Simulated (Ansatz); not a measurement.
# CH7GeNOSi: the cost of one run

All numbers below are computed with Ansatz 0.2.0 (RKS B3LYP-D4/def2-SVP).

### 1 The structure to begin with

Bond lengths: C1–Si2 1.803 Å, Si2–N3 1.763 Å, Si2–Ge4 2.340 Å, N3–Ge4 1.852 Å, Ge4–O5 1.831 Å, C1–H6 1.137 Å, C1–H7 1.091 Å, C1–H8 1.161 Å, Si2–H9 1.492 Å, N3–H10 1.089 Å, Ge4–H11 1.473 Å, O5–H12 1.008 Å. Angles (14 of 22 angles, heavy atoms first): C1–Si2–N3 110.5°, C1–Si2–Ge4 116.4°, N3–Si2–Ge4 51.3°, Si2–N3–Ge4 80.7°, Si2–Ge4–N3 48.0°, Si2–Ge4–O5 111.8°, N3–Ge4–O5 108.1°, C1–Si2–H9 121.4°, N3–Si2–H9 112.3°, Ge4–Si2–H9 121.4°, Si2–C1–H6 112.8°, Si2–C1–H7 112.5°, Si2–C1–H8 109.7°, Si2–N3–H10 105.5°.

As a file:

```xyz
12

C    -1.5846    0.1219    1.0806
Si    0.0383   -0.6329    0.8606
N     1.1898    0.5475    0.2363
Ge    0.9707   -0.4903   -1.2814
O    -0.1211    0.4157   -2.4384
H    -1.6188    0.8446    1.9575
H    -2.3747   -0.6190    1.2098
H    -1.8361    0.7827    0.1600
H     0.6375   -1.5054    1.9118
H     2.1568    0.2531    0.6417
H     2.2390   -1.0576   -1.7699
H     0.3804    1.2846   -2.5345
```

### 2 Relaxing end A

input.yaml

```yaml
crystal:
  periodic: [false, false, false]
  atoms:
    - { symbol: C, position_ang: [-1.5846, 0.1219, 1.0806] }
    - { symbol: Si, position_ang: [0.0383, -0.6329, 0.8606] }
    - { symbol: "N", position_ang: [1.1898, 0.5475, 0.2363] }
    - { symbol: Ge, position_ang: [0.9707, -0.4903, -1.2814] }
    - { symbol: O, position_ang: [-0.1211, 0.4157, -2.4384] }
    - { symbol: H, position_ang: [-1.6188, 0.8446, 1.9575] }
    - { symbol: H, position_ang: [-2.3747, -0.619, 1.2098] }
    - { symbol: H, position_ang: [-1.8361, 0.7827, 0.16] }
    - { symbol: H, position_ang: [0.6375, -1.5054, 1.9118] }
    - { symbol: H, position_ang: [2.1568, 0.2531, 0.6417] }
    - { symbol: H, position_ang: [2.239, -1.0576, -1.7699] }
    - { symbol: H, position_ang: [0.3804, 1.2846, -2.5345] }
basis:
  gaussian: { orbitals: def2-SVP }
hamiltonian:
  xc: b3lyp
  dispersion: d4
relax:
  f_tol: 0.015
  max_steps: 40
```

The run is started by

```console
$ ansatz run input.yaml --threads 2 --pin off --max-ram 3072MiB --backend cpu --events-out ev --progress --plain --runs-dir out
```

**Question.** How long does this run take on 2 threads of Intel Xeon at 2.60GHz (Ice Lake), shared host, and how much memory does it need?

About 72 s, with a peak of 0.36 GiB.
